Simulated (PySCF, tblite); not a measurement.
# C4H7GeO radical: geometry, infrared bands and EPR parameters

What infrared bands and EPR parameters should C4H7GeO radical (`[CH2][C@H]1OC=[CH][GeH2]1`) show?

Programs: tblite 0.8.0 and PySCF 2.14.0, with density-fitted response routines of our own. Each step states its level of theory. These are calculated values for one molecule in the gas phase, unless marked as measured. Atoms count from 0, in the outputs and in this text.

## Step 1: The starting structure

13 atoms, charge 0, multiplicity 2; geometry from: force field or distance geometry start.

Bonds of the start (Å): C0–C1 1.51, C1–O2 1.38, O2–C3 1.34, C3–C4 1.31, C4–Ge5 1.95, Ge5–C1 1.98, C0–H6 1.11, C0–H7 1.09, C1–H8 1.10, C3–H9 1.13, C4–H10 1.08, Ge5–H11 1.52, Ge5–H12 1.51.

## Step 2: Optimising the geometry with GFN2-xTB

The job: settings as JSON, then the geometry in Å.

```
{"job": {"kind": "relax", "xc": "GFN2-xTB", "basis": "xTB"}, "charge": 0, "multiplicity": 2}
C      1.518800    -0.399700     0.953300
C      0.910600    -0.500800    -0.429000
O     -0.147900    -1.375400    -0.351300
C     -1.338100    -1.013200     0.141400
C     -1.654400     0.260900     0.124000
Ge    -0.134400     1.149000    -0.725100
H      1.230000     0.543300     1.464600
H      2.564800    -0.688000     1.047500
H      1.642100    -0.688000    -1.231000
H     -2.066500    -1.744700     0.597200
H     -2.560300     0.735400     0.471300
H      0.412600     2.298700     0.107900
H     -0.381800     1.423100    -2.188800
```

Started as:

```bash
$ OMP_NUM_THREADS=1 python probes_run.py task.json out
```

The driver reads the jobs from task.json and runs them one after another.

**Question.** This job is followed by: GFN2-xTB harmonic vibrations, gas phase; UKS B3LYP, def2-TZVP-core on Ge, pcH-1 on C H O, non-relativistic, mean-field spin-orbit, GIAO. Predict these results of the whole session: strongest single infrared mode (GFN2-xTB); zero-point energy (GFN2-xTB); g(iso) (B3LYP); ⟨S²⟩; largest a(iso) (averaged by class); potential on the surface of density 0.002 e/bohr³, 1st and 99th percentile.

As calculated:

| quantity | value |
| --- | --- |
| strongest single infrared mode (GFN2-xTB) | 1940 cm⁻¹, 512 km/mol |
| zero-point energy (GFN2-xTB) | 55.3 kcal/mol |
| g(iso) (B3LYP) | 2.00224 |
| ⟨S²⟩ | 0.754 (exact 0.75) |
| largest a(iso) (averaged by class) | 13C on C0, 79.9 MHz |
| potential on the surface of density 0.002 e/bohr³, 1st and 99th percentile | -1.13 V and 1.05 V |

**Reading.** Over 94 steps the energy fell by 1.086 eV; of the close pairs, C1–Ge5 changed most, 1.975 to 2.093 Å. No mode is imaginary among the 33: a minimum at this level. The strongest single mode, at 1940 cm⁻¹, moves mainly H11. GFN2-xTB is a fitted tight-binding method: band positions and strengths are rough. Its intensities can rank the bands wrongly. Most of the unpaired spin sits on C0 (0.99 e). The isotropic g lies 0.1 ppt below the free-electron value. The hyperfine terms hold no scalar relativity, which the heavier nuclei need. The conformer search found further structures of the same energy, which may be mirror or relabelled copies of this one.
